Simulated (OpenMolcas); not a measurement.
# Rh⁴⁺ among point charges: CASSCF and CASPT2 levels and susceptibility, part 1 of 2

Aim: the splitting of the states of Rh⁴⁺ in the field of 2 point charges, its lowest levels with spin-orbit coupling and its magnetic susceptibility.

The numbers are computed with OpenMolcas 26.06 (state-averaged CASSCF and CASPT2, spin-orbit coupling by RASSI with atomic mean-field integrals), except any that are marked as measured or tabulated.

## (1) Starting point

* Species: Rh⁴⁺ (rhodium, Z = 45, 41 electrons)
* Basis: ANO-RCC-VDZP [6s5p3d1f], 43 functions
* Scalar Hamiltonian: DKH2, point nucleus
* Inactive shells: 1s 2s 2p 3s 3p 3d 4s 4p
* Active space: 5 electrons in 5 orbitals (4d)
* Some configurations of this space: 4d5
* Orbitals: optimised for each spin and parity, averaged over all roots

Outer shells as boxes (Hund's rule):

4d5
```
4d [↑ ][↑ ][↑ ][↑ ][↑ ]
```

The ion sits among 2 point charges of -2 e arranged as a linear pair (D∞h), 1.71 Å from the ion.

Each step is its own input file, run in one work folder so that later steps find the files of earlier ones. Labels, J, g values, rates, χT and fits are worked out afterwards by a script from the matrices that RASSI stores. The input lists half of the charges; inversion (Group=XYZ) makes the rest.

## (2) GATEWAY and SEWARD: basis and integrals

File a.inp:

```
&GATEWAY
Coord
1

Rh 0.0 0.0 0.0
Basis=ANO-RCC-VDZP
Group=XYZ
NoMove
AngMom=0.0 0.0 0.0
AMFI
XField
1 Angstrom 0
0.000000 0.000000 1.710000 -2.000000
&SEWARD
```

The run is started by

```sh
$ OMP_NUM_THREADS=1 MOLCAS_MEM=1689 MOLCAS_PROJECT=a pymolcas a.inp > a.log
```

What it wrote:

```text
Basis set label: RH.ANO-RCC...6S5P3D1F.

      Electronic valence basis set:
      ------------------
      Associated Effective Charge  45.000000 au
      Associated Actual Charge     45.000000 au
      Nuclear Model: Point charge

      Shell  nPrim  nBasis  Cartesian Spherical Contaminant
         s      21       6        X
         p      18       5        X
         d      13       3                 X
         f       6       1                 X
                  Relativistic Douglas-Kroll-Hess integrals:
                    - DKH order of Hamiltonian: 2
                    - DKH order of Properties : 0
                  Atomic mean-field integrals
```

## (3) Reference wave functions, sextets of even parity, 1 root

File a.inp:

```
&RASSCF
FileOrb=start.orb
Symmetry=1
Spin=6
nActEl=5 0 0
Inactive=9 9
Ras2=5 0
CIRoot=1 1 1
SDav=1
CIMx=300
Iter=120 100
PrWF=0.3
OrbListing=Nothing
MaxOrb=0
>>> COPY $Project.JobIph JOB001
```

start.orb holds the contracted functions of the basis, ordered by shell, or the orbitals of the step before.

What it wrote, shortened:

```text
[...]
      Number of active orbitals                  5
[...]
      Spin quantum number                      2.5
[...]
      Active orbitals                            5   0
[...]
      Number of CSFs                             1
      Number of root(s) required                 1
[...]
      Convergence after  8 iterations
[...]
      Natural orbitals and occupation numbers for root  1
      sym 1:   1.000000   1.000000   1.000000   1.000000   1.000000
::    RASSCF root number  1 Total energy:  -4781.95086846
```

## (4) Reference wave functions, quartets of even parity, 24 roots

File a.inp:

```
&RASSCF
FileOrb=start.orb
Symmetry=1
Spin=4
nActEl=5 0 0
Inactive=9 9
Ras2=5 0
CIRoot=24 24 1
SDav=24
CIMx=300
Iter=120 100
PrWF=0.3
OrbListing=Nothing
MaxOrb=0
>>> COPY $Project.JobIph JOB002
```

What it wrote, shortened:

```text
[...]
      Number of active orbitals                  5
[...]
      Spin quantum number                      1.5
[...]
      Active orbitals                            5   0
[...]
      Number of CSFs                            24
      Number of root(s) required                24
[...]
      Convergence after  7 iterations
[...]
      Natural orbitals and occupation numbers for root  1
      sym 1:   1.000000   1.000000   0.059437   1.000000   1.940563
      Natural orbitals and occupation numbers for root  2
      sym 1:   1.940563   1.000000   0.059437   1.000000   1.000000
      Natural orbitals and occupation numbers for root  3
      sym 1:   1.431760   0.568240   1.000000   0.568240   1.431760
::    RASSCF root number  1 Total energy:  -4781.89231834
::    RASSCF root number  2 Total energy:  -4781.89231834
::    RASSCF root number  3 Total energy:  -4781.85839040
[...]
::    RASSCF root number 21 Total energy:  -4781.67997639
::    RASSCF root number 22 Total energy:  -4781.67997639
::    RASSCF root number 23 Total energy:  -4781.63429191
::    RASSCF root number 24 Total energy:  -4781.63429191
```

## (5) CASSCF: doublets of even parity, 75 roots

File a.inp:

```
&RASSCF
FileOrb=start.orb
Symmetry=1
Spin=2
nActEl=5 0 0
Inactive=9 9
Ras2=5 0
CIRoot=75 75 1
SDav=75
CIMx=300
Iter=120 100
PrWF=0.3
OrbListing=Nothing
MaxOrb=0
>>> COPY $Project.JobIph JOB003
```

What it wrote, shortened:

```text
[...]
      Number of active orbitals                  5
[...]
      Spin quantum number                      0.5
[...]
      Active orbitals                            5   0
[...]
      Number of CSFs                            75
      Number of root(s) required                75
[...]
      Convergence after  7 iterations
[...]
      Natural orbitals and occupation numbers for root  1
      sym 1:   1.754566   0.153440   1.034486   0.334434   1.723074
      Natural orbitals and occupation numbers for root  2
      sym 1:   1.754566   0.153440   0.334434   1.034486   1.723074
      Natural orbitals and occupation numbers for root  3
      sym 1:   1.447916   0.104168   1.000000   1.000000   1.447916
::    RASSCF root number  1 Total energy:  -4781.82383081
::    RASSCF root number  2 Total energy:  -4781.82383081
::    RASSCF root number  3 Total energy:  -4781.81866365
[...]
::    RASSCF root number 27 Total energy:  -4781.74603182
::    RASSCF root number 28 Total energy:  -4781.74538705
::    RASSCF root number 29 Total energy:  -4781.74538705
::    RASSCF root number 30 Total energy:  -4781.74238083
```

## (6) RASSI: spin-orbit coupling between the states

File a.inp:

```
&RASSI
NrOfJobIphs=3 1 24 75
1
1 2 3 4 5 6 7 8 9 10 11 12 13 14 15 16 17 18 19 20 21 22 23 24
1 2 3 4 5 6 7 8 9 10 11 12 13 14 15 16 17 18 19 20 21 22 23 24 25 26 27
28 29 30 31 32 33 34 35 36 37 38 39 40 41 42 43 44 45 46 47 48 49 50 51
52 53 54 55 56 57 58 59 60 61 62 63 64 65 66 67 68 69 70 71 72 73 74 75
IphNames
JOB001
JOB002
JOB003
EJob
SpinOrbit
DIPRint=1.0
SOCoupling=1000.0
Subsets=2
Property=9
'ANGMOM' 1 'ANGMOM' 2 'ANGMOM' 3 'MLTPL  1' 1 'MLTPL  1' 2 'MLTPL  1' 3
'AMFI' 1 'AMFI' 2 'AMFI' 3
SOProperty=3
'ANGMOM' 1 'ANGMOM' 2 'ANGMOM' 3
```

The run is started by

```sh
$ OMP_NUM_THREADS=1 MOLCAS_MEM=1689 MOLCAS_PROJECT=a pymolcas a.inp > a.log
```

What it wrote:

```text
SPIN-FREE ENERGIES:
  (Shifted by EMIN (a.u.) =      -4781.9508684601)

 SF State       Relative EMIN(au)   Rel lowest level(eV)    D:o, cm**(-1)      L_eff

     1             0.0000000000        0.0000000000              0.0000         0.0
     2             0.0585501234        1.5932300233          12850.2668         3.2
     3             0.0585501234        1.5932300233          12850.2668         3.2
     4             0.0924780614        2.5164562483          20296.5884         3.8
     5             0.0924780614        2.5164562483          20296.5884         3.8
     6             0.0974944393        2.6529588451          21397.5561         1.9
     7             0.0974944393        2.6529588451          21397.5561         1.9
     8             0.1112345109        3.0268452394          24413.1533         3.6
     9             0.1112345109        3.0268452394          24413.1533         3.6
    26             0.1270376538        3.4568706644          27881.5422         4.1
    27             0.1270376538        3.4568706644          27881.5422         4.1
    28             0.1322048073        3.5974760759          29015.6014         4.8
    29             0.1322048073        3.5974760759          29015.6014         4.8
    10             0.1360009455        3.7007742586          29848.7574         4.0
    11             0.1360009455        3.7007742586          29848.7574         4.0
    12             0.1361334863        3.7043808777          29877.8467         3.9
    30             0.1421487621        3.8680648689          31198.0472         3.8
    31             0.1421487621        3.8680648689          31198.0472         3.8
    32             0.1446397488        3.9358480713          31744.7555         5.2
    33             0.1480164987        4.0277341178          32485.8665         3.5
    14             0.1517239750        4.1286196854          33299.5635         3.1
    13             0.1517239750        4.1286196854          33299.5635         3.1
    34             0.1562685611        4.2522841733          34296.9848         2.4
    15             0.1586802504        4.3179095838          34826.2895         1.0
    35             0.1592435149        4.3332367906          34949.9117         5.3
    36             0.1592435149        4.3332367906          34949.9117         5.3
    37             0.1596945699        4.3455106224          35048.9069         5.0
    38             0.1596945699        4.3455106224          35048.9069         5.0
    39             0.1668463500        4.5401204744          36618.5412         5.7
    40             0.1668463500        4.5401204744          36618.5412         5.7
    16             0.1686552167        4.5893422448          37015.5415         2.0
    41             0.1703151473        4.6345112569          37379.8542         4.7
    42             0.1703151473        4.6345112569          37379.8542         4.7
    43             0.1783405401        4.8528933191          39141.2243         3.8
    44             0.1783405401        4.8528933191          39141.2243         3.8
    45             0.1830057496        4.9798401371          40165.1194         3.1
    46             0.1830057496        4.9798401371          40165.1194         3.1
    47             0.1873158855        5.0971249097          41111.0849         4.7
    48             0.1873158855        5.0971249097          41111.0849         4.7
    49             0.1961195002        5.3366834693          43043.2550         6.0
Eigenvalues of complex Hamiltonian:
   -----------------------------------
  (Shifted by EMIN (a.u.) =      -4781.9508684601)

 SO State       Relative EMIN(au)   Rel lowest level(eV)    D:o, cm**(-1)     J-value

     1            -0.0020546503        0.0000000000              0.0000         1.2
     2            -0.0020546503        0.0000000000              0.0000         1.2
     3            -0.0018149529        0.0065225004             52.6075         2.1
     4            -0.0018149529        0.0065225004             52.6075         2.1
     5            -0.0016995512        0.0096627408             77.9353         2.5
     6            -0.0016995512        0.0096627408             77.9353         2.5
     7             0.0505805332        1.4322763080          11552.0875         2.6
     8             0.0505805332        1.4322763080          11552.0875         2.6
     9             0.0530496683        1.4994648977          12094.0000         2.7
    10             0.0530496683        1.4994648977          12094.0000         2.7
    11             0.0575160922        1.6210024831          13074.2667         2.8
    12             0.0575160922        1.6210024831          13074.2667         2.8
    13             0.0627254554        1.7627564781          14217.5898         2.7
    14             0.0627254554        1.7627564781          14217.5898         2.7
    15             0.0870387593        2.4243551807          19553.7432         2.7
    16             0.0870387593        2.4243551807          19553.7432         2.7
    17             0.0875888973        2.4393252002          19674.4846         2.4
    18             0.0875888973        2.4393252002          19674.4846         2.4
    19             0.0899669564        2.5040354834          20196.4082         3.2
    20             0.0899669564        2.5040354834          20196.4082         3.2
    21             0.0919301055        2.5574554915          20627.2696         3.2
    22             0.0919301055        2.5574554915          20627.2696         3.2
    23             0.0940076574        2.6139885586          21083.2396         2.8
    24             0.0940076574        2.6139885586          21083.2396         2.8
    25             0.0944012139        2.6246977781          21169.6153         2.9
    26             0.0944012139        2.6246977781          21169.6153         2.9
    27             0.0995867000        2.7658020433          22307.6979         2.5
    28             0.0995867000        2.7658020433          22307.6979         2.5
    29             0.1045128772        2.8998501525          23388.8688         2.1
    30             0.1045128772        2.8998501525          23388.8688         2.1
    31             0.1067931612        2.9618998420          23889.3333         3.4
    32             0.1067931612        2.9618998420          23889.3333         3.4
    33             0.1072733119        2.9749654065          23994.7142         3.6
    34             0.1072733119        2.9749654065          23994.7142         3.6
    35             0.1089955953        3.0218311277          24372.7117         3.7
    36             0.1089955953        3.0218311277          24372.7117         3.7
    37             0.1122631762        3.1107465333          25089.8628         3.7
    38             0.1122631762        3.1107465333          25089.8628         3.7
    39             0.1213466904        3.3579215468          27083.4638         3.9
    40             0.1213466904        3.3579215468          27083.4638         3.9
    41             0.1263044969        3.4928303323          28171.5765         2.9
Weights of the five most important spin-orbit-free states for each spin-orbit state.

 SO State  Total energy (au)           Spin-free states, spin, and weights
 -------------------------------------------------------------------------------------------------------
    1        -0.002055       1 2.5  0.9815    7 1.5  0.0064    6 1.5  0.0064    9 1.5  0.0014    8 1.5  0.0014
    2        -0.002055       1 2.5  0.9815    7 1.5  0.0064    6 1.5  0.0064    9 1.5  0.0014    8 1.5  0.0014
    3        -0.001815       1 2.5  0.9862   15 1.5  0.0038    7 1.5  0.0031    6 1.5  0.0031   18 1.5  0.0008
    4        -0.001815       1 2.5  0.9862   15 1.5  0.0038    7 1.5  0.0031    6 1.5  0.0031   17 1.5  0.0008
    5        -0.001700       1 2.5  0.9884   15 1.5  0.0058    6 1.5  0.0017    7 1.5  0.0017   17 1.5  0.0006
    6        -0.001700       1 2.5  0.9884   15 1.5  0.0058    6 1.5  0.0017    7 1.5  0.0017   17 1.5  0.0006
    7         0.050581       2 1.5  0.4905    3 1.5  0.4905    5 1.5  0.0061    4 1.5  0.0061   47 0.5  0.0016
    8         0.050581       2 1.5  0.4905    3 1.5  0.4905    5 1.5  0.0061    4 1.5  0.0061   47 0.5  0.0016
    9         0.053050       2 1.5  0.4637    3 1.5  0.4637    7 1.5  0.0166    6 1.5  0.0166    4 1.5  0.0090
   10         0.053050       2 1.5  0.4637    3 1.5  0.4637    6 1.5  0.0166    7 1.5  0.0166    4 1.5  0.0090
   11         0.057516       3 1.5  0.4682    2 1.5  0.4682    7 1.5  0.0160    6 1.5  0.0160    5 1.5  0.0072
   12         0.057516       3 1.5  0.4682    2 1.5  0.4682    7 1.5  0.0160    6 1.5  0.0160    5 1.5  0.0072
```

These steps took 25 s in all on 1 thread of Arm Neoverse V1, shared host.

Spin-free states, with their symmetry labels:

| state | degeneracy | E (cm-1) | free-ion L (%) |
| --- | --- | --- | --- |
| 6Sigma | 1 | 0 | S (100) |
| 4Delta | 2 | 12850 | G (38) |
| 4Phi | 2 | 20297 | G (75) |
| 4Pi | 2 | 21398 | D (49) |
| 4Pi | 2 | 24413 | G (76) |
| 2Pi | 2 | 27882 | G (26) |
| 2Gamma | 2 | 29016 | G (47) |
| 4Gamma | 2 | 29849 | G (100) |
| 4Sigma | 1 | 29878 | G (100) |
| 2Delta | 2 | 31198 | G (27) |
| 2Sigma | 1 | 31745 | I (61) |
| 2Sigma | 1 | 32486 | F (71) |
| 4Delta | 2 | 33300 | G (50) |
| 2Sigma | 1 | 34297 | D (56) |
| 4Sigma | 1 | 34826 | P (100) |
| 2Delta | 2 | 34950 | I (68) |
| 2Phi | 2 | 35049 | I (41) |
| 2H | 2 | 36619 | I (72) |
| 4Sigma | 1 | 37016 | D (100) |
| 2Pi | 2 | 37380 | I (41) |
| 2Phi | 2 | 39141 | F (74) |
| 2Pi | 2 | 40165 | D (49) |
| 2Phi | 2 | 41111 | G (35) |
| 2I | 2 | 43043 | I (100) |

With spin-orbit coupling:

```csv
E (cm-1),Degeneracy,2S+1,g
0.0,2,6,0.00 0.00 9.97
52.6,2,6,0.00 0.00 5.99
77.9,2,6,2.00 5.99 5.99
11552,2,4,0.00 0.00 9.97
12094,2,4,0.00 0.00 6.04
13074,2,4,0.00 0.00 2.05
14218,2,4,0.04 0.04 1.93
19554,2,4,0.00 0.00 11.89
19674,2,4,0.00 0.00 7.91
20196,2,4,0.00 0.00 8.01
20627,2,4,0.00 0.00 4.04
21083,2,4,0.00 0.00 0.58
21170,2,4,0.00 0.00 3.43
22308,2,4,0.13 0.87 0.87
23389,2,4,1.14 1.14 3.70
23889,2,4,0.00 0.00 7.93
23995,2,4,0.00 0.00 3.98
24373,2,4,0.64 2.51 2.51
25090,2,4,2.25 2.25 3.20
27083,2,2,0.31 2.04 2.04
28172,2,2,0.00 0.00 10.05
28745,2,2,0.00 0.00 3.99
29397,2,4,0.00 0.00 2.55
29749,2,4,0.00 0.00 13.88
```

The table of states holds 24 of 58 computed; the rest, higher up, is left out. Principal g values are given for doublets only; a zero marks a field direction without first-order Zeeman splitting.

Powder χT (cm³ K/mol): 3.18 at 2 K, 3.27 at 5 K, 3.44 at 10 K, 3.73 at 20 K, 4.16 at 50 K, 4.30 at 100 K, 4.33 at 150 K, 4.34 at 200 K, 4.35 at 250 K, 4.35 at 300 K.

(Continued in part 2 of 2.)
